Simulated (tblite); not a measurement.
# Ge17H28: the cost of one run

Computed with tblite 0.8.0 and PySCF 2.14.0 and routines of our own; the level stands in each step. Atoms count from 0.

## 1. The system as given

45 atoms, charge 0, multiplicity 1; geometry from: force field, distance geometry or constructed start.

## 2. Relaxing the molecule with GFN2-xTB

Job settings and geometry (Å):

```
{"job": {"kind": "relax", "xc": "GFN2-xTB", "basis": "xTB"}, "charge": 0, "multiplicity": 1}
Ge    -4.238600    -1.416300    -1.416100
Ge    -1.417700    -1.411900     1.407600
Ge    -2.823800    -2.831300     0.001000
Ge    -1.415200     1.418900    -1.420700
Ge    -2.830000    -0.001200    -2.825600
Ge    -4.246800     1.414000     1.411900
Ge    -2.828900     2.830700    -0.003300
Ge    -2.825600     0.002700     2.830500
Ge     1.417200    -1.416600    -1.414900
Ge     4.240700    -1.415300     1.416100
Ge     2.826900    -2.830200    -0.002100
Ge     4.241000     1.412500    -1.414500
Ge     2.825600     0.000700    -2.824000
Ge     1.416700     1.413900     1.411800
Ge     2.826800     2.834100     0.000200
Ge     2.827100     0.000600     2.835300
Ge     0.000400     0.001900     0.000900
H     -5.127900    -2.301200    -2.298800
H     -5.434200    -0.732800    -0.732100
H     -0.528400    -2.296900     2.300500
H     -1.948000    -3.708500    -0.881800
H     -3.713200    -3.710800     0.883100
H     -0.527800     2.302400    -2.291200
H     -1.949900    -0.887600    -3.713800
H     -3.711800     0.885900    -3.711400
H     -5.439700     0.733700     0.737100
H     -5.126100     2.300100     2.297100
H     -3.712900     3.712900    -0.882100
H     -1.945100     3.712700     0.881300
H     -3.711200    -0.882900     3.715700
H     -1.942100     0.883900     3.711200
H      0.529300    -2.296500    -2.297600
H      5.125800    -2.297700     2.295900
H      5.435700    -0.735900     0.738300
H      3.713500    -3.710500    -0.886600
H      1.946200    -3.710100     0.880400
H      5.126000     2.297900    -2.301900
H      5.434500     0.737100    -0.737200
H      3.713400    -0.887200    -3.712400
H      1.940900     0.886700    -3.711100
H      0.531100     2.295500     2.301600
H      1.951600     3.706700    -0.879600
H      3.717200     3.713300     0.879700
H      1.948300    -0.883800     3.710500
H      3.708600     0.885000     3.714700
```

Started as:

```console
> OMP_NUM_THREADS=2 python large_run.py task.json out
```

One launch serves the whole session: the jobs run in the order shown.

Q: Estimate the wall time and peak memory of this first job on 2 threads of Intel Xeon Platinum 8488C, shared host.

About 11 s, with a peak of 0.16 GiB.
